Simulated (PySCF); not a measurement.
**C2H6O2SSi: runs on many settings, part 1 of 2**

Aim: see how C2H6O2SSi (`O=C(O)CS[SiH3]`) answers to the choice of functional, basis, grid and SCF options.

Computed with PySCF 2.14.0, with density-fitted response routines of our own, on a single molecule in the gas phase. Atoms are numbered from 0 throughout.

## Step 1: The molecule as given

12 atoms, charge 0, multiplicity 1; geometry from: GFN2-xTB.

Bonds of the start (Å): O0–C1 1.21, C1–O2 1.33, C1–C3 1.50, C3–S4 1.82, S4–Si5 2.17, O2–H6 0.97, C3–H7 1.09, C3–H8 1.09, Si5–H9 1.45, Si5–H10 1.46, Si5–H11 1.45.

## Step 2: Shielding tensors: PBE0/pcSseg-1

What the job is given:

```
{"job": {"kind": "nmr", "xc": "PBE0", "basis": "pcSseg-1"}, "charge": 0, "multiplicity": 1}
O      0.612185     1.089095     0.890130
C      1.222203     0.131039     0.487058
O      2.522369    -0.035416     0.703530
C      0.622957    -0.984318    -0.314764
S     -1.027085    -1.423453     0.317178
Si    -1.963611     0.526595     0.456963
H      2.887160     0.700838     1.222800
H      0.519358    -0.660546    -1.352689
H      1.251332    -1.871059    -0.269208
H     -1.760791     1.098226     1.774709
H     -3.360425     0.134979     0.285297
H     -1.524454     1.293336    -0.697593
```

With the program's defaults for keys left out, this is: GIAO PBE0/pcSseg-1 NMR shielding, non-relativistic, gas phase.

Started as:

```sh
$ OMP_NUM_THREADS=1 python probes_run.py task.json out
```

The driver reads the jobs from task.json and runs them one after another.

Standard output:

```text
coarse grid: 11312 points
cycle   1  E = -917.2173785140  dE =  8.420e-01  |g| = 8.840e-01  |ddm| = 3.149e+00
cycle   2  E = -916.9116407140  dE =  3.057e-01  |g| = 1.570e+00  |ddm| = 1.631e+00
cycle   3  E = -917.3497709157  dE = -4.381e-01  |g| = 2.666e-01  |ddm| = 1.158e+00
cycle   4  E = -917.3622373177  dE = -1.247e-02  |g| = 7.752e-02  |ddm| = 2.171e-01
cycle   5  E = -917.3632151829  dE = -9.779e-04  |g| = 1.751e-02  |ddm| = 5.141e-02
cycle   6  E = -917.3632823444  dE = -6.716e-05  |g| = 4.689e-03  |ddm| = 2.006e-02
cycle   7  E = -917.3632873423  dE = -4.998e-06  |g| = 1.243e-03  |ddm| = 5.539e-03
final grid: 100736 points
cycle   8  E = -917.4197549756  dE = -9.829e-06  |g| = 1.179e-02  |ddm| = 2.158e-02
cycle   9  E = -917.4197101375  dE =  4.484e-05  |g| = 1.931e-02  |ddm| = 2.093e-02
cycle  10  E = -917.4197801534  dE = -7.002e-05  |g| = 2.441e-03  |ddm| = 1.353e-02
cycle  11  E = -917.4197812570  dE = -1.104e-06  |g| = 3.466e-04  |ddm| = 1.798e-03
cycle  12  E = -917.4197812782  dE = -2.122e-08  |g| = 9.342e-05  |ddm| = 3.244e-04
cycle  13  E = -917.4197812801  dE = -1.898e-09  |g| = 2.197e-05  |ddm| = 1.187e-04
cycle  14  E = -917.4197812802  dE = -1.255e-10  |g| = 6.207e-06  |ddm| = 3.445e-05
converged SCF energy = -917.4197812802

GIAO shielding tensors (ppm)
atom      isotropic    diamagn.    paramagn.     s11        s22        s33       span
  0 O      -88.603     405.119    -493.722   -313.262   -221.824    269.278    582.541
  1 C        6.383     252.469    -246.086    -91.743     38.274     72.619    164.363
  2 O      123.258     389.955    -266.697    -19.475    152.095    237.155    256.630
  3 C      153.704     251.909     -98.205    135.343    154.340    171.429     36.085
  4 S      679.767    1057.218    -377.451    508.819    630.121    900.361    391.542
  5 Si     404.489     878.040    -473.551    359.401    404.364    449.703     90.302
  6 H       25.305      30.230      -4.925     20.054     21.696     34.164     14.111
  7 H       28.253      30.484      -2.231     22.770     27.063     34.927     12.156
  8 H       28.428      29.904      -1.476     22.659     27.345     35.279     12.620
  9 H       26.696      28.903      -2.207     22.752     25.076     32.260      9.508
 10 H       27.198      28.270      -1.072     23.045     25.363     33.186     10.142
 11 H       26.976      29.487      -2.510     24.055     24.990     31.885      7.830
```

Run time: 62 s. Hardware: 1 thread, shared host.

Shifts follow as δ = σ(reference) − σ, with reference shieldings (ppm) from runs at the same level and on the same kind of geometry: ¹H TMS 31.72, ¹³C TMS 186.9, ²⁹Si TMS 349.2, ¹⁷O H2O 336.1, ³³S CS2 504. The references are single molecules in the gas phase, so shifts against H2O, NH3, PH3, H3PO4 or CFCl3 are not on the usual liquid scales and can be off by tens of ppm. Atoms listed in one row are averaged.

| atoms | environment | σ (ppm) | δ (ppm) | δ scaled to CDCl3 |
| --- | --- | --- | --- | --- |
| C1 | carboxylic acid carbon | 6.4 | 180.5 | 174.3 |
| C3 | sp3 CH2 bonded to S, α to a carbonyl | 153.7 | 33.2 | 26.1 |
| H6 | hydrogen on an acid hydroxyl oxygen | 25.30 | 6.41 | – |
| H9, H10, H11 | hydrogen on a silicon bonded to S | 26.96 | 4.76 | – |
| H7, H8 | hydrogen on an sp3 CH2 bonded to S, α to a carbonyl | 28.34 | 3.38 | 3.29 |
| O0 | carbonyl oxygen | -88.6 | 424.7 | – |
| O2 | acid hydroxyl oxygen | 123.3 | 212.8 | – |
| S4 | sulfur bonded to C, Si | 680 | -176 | – |
| Si5 | silicon bonded to S, 3 H | 404.5 | -55.3 | – |

The scaled column applies a straight-line fit of computed shieldings to shifts measured in CDCl3, with any fitted terms for Cl, Br or S neighbours (root-mean-square error 0.16 ppm for H, 1.9 ppm for C).

Charges from the same density, by scheme (e):

| atoms | Mulliken | IAO | Hirshfeld | ESP fit |
| --- | --- | --- | --- | --- |
| O0 | -0.43 | -0.46 | -0.22 | -0.55 |
| C1 | 0.48 | 0.54 | 0.22 | 0.82 |
| O2 | -0.35 | -0.46 | -0.16 | -0.63 |
| C3 | -0.34 | -0.40 | -0.08 | -0.41 |
| S4 | -0.28 | -0.18 | -0.10 | -0.28 |
| Si5 | 0.51 | 0.56 | 0.27 | 0.40 |

Mayer bond orders: O0–C1 1.89, C1–O2 1.17, C1–C3 0.94, C3–S4 1.03, S4–Si5 0.89.

Orbitals, density, ELF and potential are computed afterwards from the orbital file.

Frontier orbitals at PBE0/pcSseg-1, with the share of their density that lies nearest to each atom:

| orbital | energy (eV) | lies on |
| --- | --- | --- |
| HOMO | -6.93 | S4 79 % |
| LUMO | -0.54 | C1 38 %; O0 20 %; S4 12 % |

ELF in a plane through or near 7 of the atoms.

Ten even steps from ' ' (0.00) to '@' (1.00):
```
                                                        
                                                        
                                                        
                      ....        ....                  
            ..--..  ..++++==..    ++##++..              
          ::%%@@%%  ..##%%%%++  ..%%@@%%==              
          ::%%@@@@::..****++%%..::@@@@%%==..            
          ..**%%%%++::****==%%..::++====--::::..        
          ..**##::##++::####==....::**..==%%%%**::      
          --##%%++##--++--::  ....++@@==##@@@@@@**      
          --##%%##--++%%%%==  --**..::::@@@@@@@@%%..    
          ..====..  ==##--++==++####--++@@@@@@@@##      
                  --**::%%--****####--::##@@@@@@==      
                ::%%@@##--++++##%%##--    ==**==        
                ++@@@@##==----##%%%%++                  
                ..++**--    ::**####++..                
                            ..==++++::                  
                                ..                      
                                                        
                                                        
```
The map spans 11.9 Å across and 8.6 Å up, centred on the molecule. Atoms in the plane (x, y in Å): O0 (-0.4, 1.3), C1 (-1.2, 0.4), O2 (-2.5, 0.5), C3 (-0.8, -1.1), Si5 (2.0, 0.3), H6 (-2.8, 1.4), H10 (3.3, -0.3).

log10 of the density (e/Å³) in the same plane.

Ten even steps from ' ' (-4.0) to '@' (3.5):
```
                                                        
                                                        
                      ......    ........                
              ........::::::::....::::::....            
          ..::::::::::--------::::::--::::....          
        ..::--====----==++++==----====----::....        
        ..--==++++====++****++==========----::....      
        ::--==++++++++++****++============----::....    
      ..::--==****++++**++++======++**++====----::..    
      ..::--==++**++++##++========**@@**++====--::..    
        ::--==++++==++++++========++++++++++==--::....  
        ..::----======++++++==================--::....  
          ..::::--==++++##++++==============----::..    
            ..::--==++++++++========--------::::....    
            ..::--==================--::::::......      
              ..::--------------------::....            
                ..::::::::::::----::::....              
                  ..........::::::::....                
                            ........                    
                                                        
```
The map spans 11.9 Å across and 8.6 Å up, centred on the molecule. Atoms in the plane (x, y in Å): O0 (-0.4, 1.3), C1 (-1.2, 0.4), O2 (-2.5, 0.5), C3 (-0.8, -1.1), Si5 (2.0, 0.3), H6 (-2.8, 1.4), H10 (3.3, -0.3).

On the surface of density 0.002 e/bohr³ the electrostatic potential runs, from the 1st to the 99th percentile, from -1.10 V near O0 to 2.75 V near H6.

## Step 3: TDDFT and polarisability: PBE0/def2-SVPD

Settings changed since step 2:

```diff
@@ -1,2 +1,2 @@
-{"job": {"kind": "nmr", "xc": "PBE0", "basis": "pcSseg-1"}, "charge": 0, "multiplicity": 1}
+{"job": {"kind": "uv", "xc": "PBE0", "basis": "def2-SVPD", "nstates": 6, "ntriplets": 2}, "charge": 0, "multiplicity": 1}
 O      0.612185     1.089095     0.890130
```

With the program's defaults for keys left out, this is: TDDFT PBE0/def2-SVPD, vertical, gas phase, core orbitals frozen in the response.

Standard output:

```text
coarse grid: 11312 points
cycle   1  E = -916.8551270687  dE =  7.982e-01  |g| = 8.435e-01  |ddm| = 4.471e+00
cycle   2  E = -916.5437971347  dE =  3.113e-01  |g| = 1.539e+00  |ddm| = 2.278e+00
cycle   3  E = -916.9827268981  dE = -4.389e-01  |g| = 2.523e-01  |ddm| = 1.527e+00
cycle   4  E = -916.9944224016  dE = -1.170e-02  |g| = 7.434e-02  |ddm| = 3.416e-01
cycle   5  E = -916.9953977350  dE = -9.753e-04  |g| = 1.663e-02  |ddm| = 7.881e-02
cycle   6  E = -916.9954630568  dE = -6.532e-05  |g| = 4.337e-03  |ddm| = 3.813e-02
cycle   7  E = -916.9954679574  dE = -4.901e-06  |g| = 1.042e-03  |ddm| = 1.059e-02
final grid: 100736 points
cycle   8  E = -917.1083624515  dE = -1.196e-05  |g| = 1.102e-02  |ddm| = 8.706e-02
cycle   9  E = -917.1083209033  dE =  4.155e-05  |g| = 1.812e-02  |ddm| = 3.149e-02
cycle  10  E = -917.1083866166  dE = -6.571e-05  |g| = 2.250e-03  |ddm| = 1.954e-02
cycle  11  E = -917.1083876465  dE = -1.030e-06  |g| = 3.386e-04  |ddm| = 2.624e-03
cycle  12  E = -917.1083876688  dE = -2.238e-08  |g| = 8.808e-05  |ddm| = 7.066e-04
cycle  13  E = -917.1083876709  dE = -2.007e-09  |g| = 2.365e-05  |ddm| = 2.037e-04
cycle  14  E = -917.1083876710  dE = -1.633e-10  |g| = 6.831e-06  |ddm| = 6.192e-05
converged SCF energy = -917.1083876710

Static polarisability (au): isotropic 79.224, principal 63.434 78.768 95.469

Singlet excitations
state   eV       nm        f      main configurations
  1   4.8207    257.2   0.00290   H->L 0.98
  2   5.7418    215.9   0.01042   H->L+1 0.70, H->L+2 0.20
  3   5.8883    210.6   0.00117   H-2->L 0.48, H-1->L 0.35
  4   6.0711    204.2   0.00550   H->L+2 0.69, H->L+3 0.13, H->L+1 0.13
  5   6.4759    191.5   0.00307   H->L+3 0.74, H->L+1 0.11
  6   6.6419    186.7   0.00878   H-1->L 0.56, H-2->L 0.40

Triplet excitations (Tamm-Dancoff, eV): 4.5107 5.3926
```

It took 71 s on 1 thread, shared host.

The orbitals next to the gap, with their largest atomic shares:

| orbital | eV | atoms |
| --- | --- | --- |
| HOMO−3 | -9.67 | Si5 26 %, H10 22 %, O0 16 % |
| HOMO−2 | -8.74 | O0 38 %, S4 29 %, Si5 11 % |
| HOMO−1 | -8.58 | S4 35 %, O0 17 %, Si5 16 % |
| HOMO | -6.93 | S4 70 %, C3 10 %, Si5 9 % |
| LUMO | -0.74 | C1 32 %, O0 22 %, S4 13 % |
| LUMO+1 | 0.02 | O2 21 %, S4 18 %, C1 13 % |
| LUMO+2 | 0.31 | Si5 33 %, S4 21 %, H10 8 % |

With each of the 6 states as a Gaussian band of 0.4 eV half-width at 1/e, the curve within the window shown has maxima at 256 nm (ε 120), 212 nm (ε 620), 191 nm (ε 520) L/(mol cm). Beyond the last state computed it falls off for lack of states. The curve at chosen wavelengths:

(nm, ε (L/mol/cm)): (179, 237), (184, 419), (188, 507), (193, 521), (197, 511), (202, 536), (207, 595), (211, 622), (216, 589), (220, 507), (225, 370), (230, 242), (234, 168), (239, 119), (243, 106), (248, 109), (253, 118), (257, 120), (262, 113), (266, 102), (271, 82), (276, 61), (280, 46), (285, 31), (289, 21), (294, 13)

Leading natural transition orbitals of singlet state 2: the hole lies on S4 78 %; the particle on S4 21 %; H7, H8, H11 about 11 % each; Si5 11 %.

Leading natural transition orbitals of singlet state 1: the hole lies on S4 78 %; the particle on C1 34 %; S4 17 %; O0 17 %.

Ground-state properties from the same run:

| property | computed |
| --- | --- |
| dipole moment (D) | 2.65 |
| polarisability (Å³) | 11.74 |
| HOMO–LUMO gap (eV) | 6.19 |
| −ε(HOMO) (eV) | 6.93 |

## Step 4: Nuclear shieldings: B97-D/pcSseg-1

Settings changed since step 3:

```diff
@@ -1,2 +1,2 @@
-{"job": {"kind": "uv", "xc": "PBE0", "basis": "def2-SVPD", "nstates": 6, "ntriplets": 2}, "charge": 0, "multiplicity": 1}
+{"job": {"kind": "nmr", "xc": "B97-D", "basis": "pcSseg-1", "pop": false}, "charge": 0, "multiplicity": 1}
 O      0.612185     1.089095     0.890130
```

Level: GIAO B97-D/pcSseg-1 NMR shielding, non-relativistic, gas phase.

Standard output:

```text
coarse grid: 11312 points
cycle   1  E = -917.5299985377  dE =  7.839e-01  |g| = 1.031e+00  |ddm| = 3.206e+00
cycle   2  E = -916.7191544627  dE =  8.108e-01  |g| = 2.228e+00  |ddm| = 2.461e+00
cycle   3  E = -917.6598751128  dE = -9.407e-01  |g| = 5.738e-01  |ddm| = 2.046e+00
cycle   4  E = -917.7232117619  dE = -6.334e-02  |g| = 1.429e-01  |ddm| = 4.712e-01
cycle   5  E = -917.7263744156  dE = -3.163e-03  |g| = 4.988e-02  |ddm| = 1.165e-01
cycle   6  E = -917.7269296896  dE = -5.553e-04  |g| = 1.353e-02  |ddm| = 5.879e-02
cycle   7  E = -917.7269751418  dE = -4.545e-05  |g| = 4.739e-03  |ddm| = 2.055e-02
cycle   8  E = -917.7269812470  dE = -6.105e-06  |g| = 1.093e-03  |ddm| = 6.826e-03
final grid: 100736 points
cycle   9  E = -917.7896736101  dE = -7.469e-05  |g| = 1.198e-02  |ddm| = 2.872e-02
cycle  10  E = -917.7896192305  dE =  5.438e-05  |g| = 1.808e-02  |ddm| = 2.647e-02
cycle  11  E = -917.7896934261  dE = -7.420e-05  |g| = 4.779e-03  |ddm| = 2.026e-02
cycle  12  E = -917.7896966912  dE = -3.265e-06  |g| = 2.491e-03  |ddm| = 4.664e-03
cycle  13  E = -917.7896979645  dE = -1.273e-06  |g| = 3.942e-04  |ddm| = 2.119e-03
cycle  14  E = -917.7896979956  dE = -3.103e-08  |g| = 6.458e-05  |ddm| = 3.431e-04
cycle  15  E = -917.7896979964  dE = -8.313e-10  |g| = 2.317e-05  |ddm| = 9.370e-05
converged SCF energy = -917.7896979964

GIAO shielding tensors (ppm)
atom      isotropic    diamagn.    paramagn.     s11        s22        s33       span
  0 O      -72.976     405.601    -478.577   -277.734   -199.283    258.089    535.823
  1 C        9.002     253.675    -244.673    -81.889     42.331     66.566    148.455
  2 O      117.346     389.635    -272.290    -16.366    142.143    226.260    242.626
  3 C      146.795     251.902    -105.107    127.571    147.840    164.973     37.401
  4 S      644.774    1058.586    -413.813    466.046    591.994    876.281    410.235
  5 Si     400.216     879.036    -478.820    353.450    398.613    448.585     95.135
  6 H       25.554      30.498      -4.944     20.312     22.568     33.780     13.468
  7 H       28.249      31.004      -2.756     22.902     27.175     34.668     11.766
  8 H       28.500      30.015      -1.514     22.986     27.583     34.933     11.947
  9 H       26.844      29.395      -2.551     23.019     25.235     32.278      9.258
 10 H       27.369      28.559      -1.190     23.346     25.615     33.146      9.800
 11 H       27.146      30.213      -3.067     24.385     25.135     31.917      7.532
```

Run time: 54 s. Hardware: 1 thread, shared host.

In short: δ C1 172.8, C3 35.0, O0 405.1, O2 214.8, H6 6.30, H9 4.73 ppm (means over like atoms).

(Continued in part 2 of 2.)
